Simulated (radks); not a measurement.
**In²⁴⁺ in [Ne] 3s2 3p5 3d7 4s1: an all-electron calculation**

The task here is to estimate one member of a computed series from the others.

The numbers are computed with radks (a radial shooting solver on a logarithmic mesh, Libxc functionals) version 1 (Dirac Kohn-Sham, BP86, spin-unpolarised, spherical densities, point nucleus; open shells fill j = l - 1/2 first), except any that are marked as measured or tabulated.

## What is computed

```
element       : indium (Z = 49)
charge        : +24
electrons     : 25
configuration : [Ne] 3s2 3p5 3d7 4s1
```

The first run:

Input:

```text
Z 49
configuration [Ne] 3s2 3p5 3d7 4s1
relativity Dirac
functional b88,p86
spin unpolarised
j_filling energy
nucleus point
c 137.035999084
```

Among the steps run: Self-consistent calculation.

One table of the session follows, with a row left open; its other results are not shown here.

It belongs to the step «Shells». Radial moments (bohr):

| level | <r> | outermost maximum (interpolated) | 90 % within | nodes |
| --- | --- | --- | --- | --- |
| 1s1/2 | 0.02971 | 0.0192 | 0.0533 | 0 |
| 2s1/2 | 0.1276 | 0.109 | 0.198 | 1 |
| 2p1/2 | 0.1080 | 0.0837 | 0.177 | 0 |
| 2p3/2 | ? | ? | ? | ? |
| 3s1/2 | 0.3333 | 0.308 | 0.487 | 2 |
| 3p1/2 | 0.3217 | 0.293 | 0.481 | 1 |
| 3p3/2 | 0.3312 | 0.302 | 0.494 | 1 |
| 3d3/2 | 0.2968 | 0.244 | 0.461 | 0 |
| 3d5/2 | 0.2997 | 0.246 | 0.465 | 0 |
| 4s1/2 | 0.6779 | 0.666 | 0.957 | 3 |

Q: Estimate the row for 2p3/2 from the others.

As computed: <r>: 0.1132; outermost maximum (interpolated): 0.0881; 90 % within: 0.184; nodes: 0. In the column «<r>» it lies between 2p1/2 (0.1080) and 2s1/2 (0.1276).
